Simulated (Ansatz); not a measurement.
**BSiH3ClO (SMILES [SiH3]O[B]Cl): UHF/STO-3G**

What is the energy change on altering one bond length of BSiH3ClO at UHF/STO-3G? 

Program for the calculation: Ansatz 0.2.0.

128 further runs of the same task are left out: 128 set aside as unsound or not needed.

### 1 The structure to begin with

BSiH3ClO: 7 atoms, total charge 0, spin state doublet. As SMILES, `[SiH3]O[B]Cl`. The shape is that of a PBE0-D4/def2-TZVP optimisation. This is one conformer, not always the lowest.

Bond lengths: Si1–O2 1.667 Å, O2–B3 1.324 Å, B3–Cl4 1.747 Å, Si1–H5 1.480 Å, Si1–H6 1.482 Å, Si1–H7 1.480 Å. Angles: Si1–O2–B3 133.9°, O2–B3–Cl4 123.5°, O2–Si1–H5 107.1°, O2–Si1–H6 109.9°, O2–Si1–H7 107.2°, H5–Si1–H6 110.9°, H5–Si1–H7 110.6°, H6–Si1–H7 110.9°.

### 2 A single-point energy at UHF/STO-3G

Contents of job.yaml:

```yaml
crystal:
  periodic: [false, false, false]
  atoms:
    - {symbol: Si, position_ang: [-0.573000, 0.775400, 0.374800]}
    - {symbol: O, position_ang: [0.044900, -0.648400, -0.233600]}
    - {symbol: B, position_ang: [1.256200, -1.042100, -0.596600]}
    - {symbol: Cl, position_ang: [1.605000, -2.636800, -1.219100]}
    - {symbol: H, position_ang: [-1.201300, 0.456800, 1.676100]}
    - {symbol: H, position_ang: [0.515600, 1.766600, 0.541200]}
    - {symbol: H, position_ang: [-1.586300, 1.260400, -0.588400]}
basis:
  gaussian: {orbitals: STO-3G}
magnetization: {spin_polarized: true, initial_magnetization: 1}
hamiltonian: {xc: hf}
accuracy: high
output: {orbitals: {seedname: orbitals}}
```

Run with:

```sh
$ ansatz run job.yaml --threads 1 --pin off --max-ram 3480MiB --events-out events.jsonl --progress --plain --runs-dir runs
```

Log:

```text
Warning: RAYON_NUM_THREADS=1 ignored (pool sized by the plan → 1); use --threads N
Functional definition: HF
  name "HF"
  exchange = exact_x
  correlation = 0
587 factors; integrals over basis functions are off by at most 3.4e-8 eV
mean field evaluation 1: about -22860.8804 eV, gradient 1.5e1 eV
mean field evaluation 2: about -22860.9580 eV, gradient 1.5e1 eV
mean field evaluation 4: about -22863.0052 eV, gradient 2.2e0 eV
mean field evaluation 8: about -22863.1020 eV, gradient 1.7e-3 eV
mean field -22863.10019625 eV, -840.2034350461 hartree, gradient 1.5e-8 eV, S^2 0.755699; 0 other end points of the search recorded, 0 dependent functions left out
reference -22863.10019625 eV, -840.2034350461 hartree; 24, 23 occupied and 7, 8 virtual orbitals, 587 factors
Total energy: -22863.10019625 eV, -840.2034350461 hartree
```

Run time: 0.32 s. Hardware: 1 thread of Arm Neoverse V2, shared host.

### 3 The distorted shape at the same level

Contents of molecule.yaml:

```yaml
crystal:
  periodic: [false, false, false]
  atoms:
    - symbol: Si
      position_ang: [-0.677643, 1.253824, 0.561556]
    - symbol: O
      position_ang: [-0.059743, -0.169976, -0.046844]
    - symbol: B
      position_ang: [1.151557, -0.563676, -0.409844]
    - symbol: Cl
      position_ang: [1.605000, -2.636800, -1.219100]
    - symbol: H
      position_ang: [-1.305943, 0.935224, 1.862856]
    - symbol: H
      position_ang: [0.410957, 2.245024, 0.727956]
    - symbol: H
      position_ang: [-1.690943, 1.738824, -0.401644]
basis:
  gaussian: {orbitals: STO-3G}
output: {orbitals: {seedname: orbitals}}
accuracy: high
magnetization: {spin_polarized: true, initial_magnetization: 1}
hamiltonian: {xc: hf}
```

Run with:

```sh
$ ansatz run molecule.yaml --threads 1 --pin off --max-ram 3480MiB --events-out events.jsonl --progress --plain --runs-dir runs
```

Log:

```text
Warning: RAYON_NUM_THREADS=1 ignored (pool sized by the plan → 1); use --threads N
Functional definition: HF
  name "HF"
  exchange = exact_x
  correlation = 0
579 factors; integrals over basis functions are off by at most 3.4e-8 eV
mean field evaluation 1: about -22858.6435 eV, gradient 1.5e1 eV
mean field evaluation 2: about -22858.7199 eV, gradient 1.5e1 eV
mean field evaluation 4: about -22861.5353 eV, gradient 2.7e0 eV
mean field evaluation 8: about -22861.7178 eV, gradient 1.5e-3 eV
mean field -22861.71162320 eV, -840.1524059280 hartree, gradient 2.6e-8 eV, S^2 0.777409; 0 other end points of the search recorded, 0 dependent functions left out
reference -22861.71162320 eV, -840.1524059280 hartree; 24, 23 occupied and 7, 8 virtual orbitals, 579 factors
Total energy: -22861.71162320 eV, -840.1524059280 hartree
```

It took 0.32 s on 1 thread of Arm Neoverse V2, shared host.

### 4 Results

Level: UHF/STO-3G.

```
                                                          quantity          value
                                         first shape: total energy  -840.20344 Eh
                   first shape: HOMO energy (highest over α and β)       -6.81 eV
                    first shape: LUMO energy (lowest over α and β)        7.87 eV
                                                 first shape: ⟨S²⟩          0.756
                                     distorted shape: total energy  -840.15241 Eh
               distorted shape: HOMO energy (highest over α and β)       -7.52 eV
                distorted shape: LUMO energy (lowest over α and β)        5.20 eV
                                             distorted shape: ⟨S²⟩          0.777
energy change with the B3–Cl4 bond stretched from 1.747 to 2.271 Å       1.389 eV
```

With the B3–Cl4 bond stretched from 1.747 to 2.271 Å the energy rises by 1.39 eV (32 kcal/mol). The first shape isn't relaxed at this level, so the change isn't measured from a minimum. The minimal basis adds a large error of its own.
